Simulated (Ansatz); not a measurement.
# CGeN: the cost of one run

Program: Ansatz 0.2.0, Gaussian basis. Level of theory: cc-pVTZ, core rule «outside noble gas», up to 16 orbitals frozen. These are calculated values, not measurements.

To be run: UHF; CCSD(T) on ROHF; CCSD(T) on UHF; BCCD(T) on ROHF; CCSDT(Q) on ROHF; CCSDT(Q) on UHF; CASSCF and NEVPT2, 12 electrons in 12 orbitals.

1 further run of the same task is left out (set aside as unsound or not needed).

## Step 1: The geometry

The geometry is a PBE0/def2-TZVP stationary point (not a proven minimum) of the parent state, kept for this charge and spin. No spin-orbit coupling is included. The filled d shell of Ge may be among the frozen orbitals whatever the setting's name suggests; the logs give the count.

3 atoms, charge 1, spin multiplicity 3.

Atoms are counted from 1 here; the program's logs count them from 0.

Bond lengths: C1–N2 1.180 Å, N2–Ge3 1.860 Å. Angles: C1–N2–Ge3 180.0°.

As a file:

```
C     0.0000    0.0000   -1.4065
N     0.0000    0.0000   -0.2266
Ge    0.0000    0.0000    1.6330
```

## Step 2: UHF

File in.yaml:

```yaml
crystal:
  periodic: [false, false, false]
  atoms:
    - {symbol: C, position_ang: [0.000000, 0.000000, -1.406467]}
    - {symbol: N, position_ang: [0.000000, 0.000000, -0.226567]}
    - {symbol: Ge, position_ang: [0.000000, 0.000000, 1.633033]}
basis:
  gaussian: {orbitals: cc-pVTZ}
total_charge: 1
magnetization: {spin_polarized: true, initial_magnetization: 2}
hamiltonian: {xc: hf}
output: {orbitals: {seedname: orbitals}}
```

Launch:

```
ansatz run in.yaml --threads 1 --pin off --events-out ev --progress --plain --max-ram 2560MiB --backend cpu
```

What time and memory should one allow on 1 thread of AMD EPYC 7R13, shared host?

About 7.5 s, with a peak of 0.34 GiB.
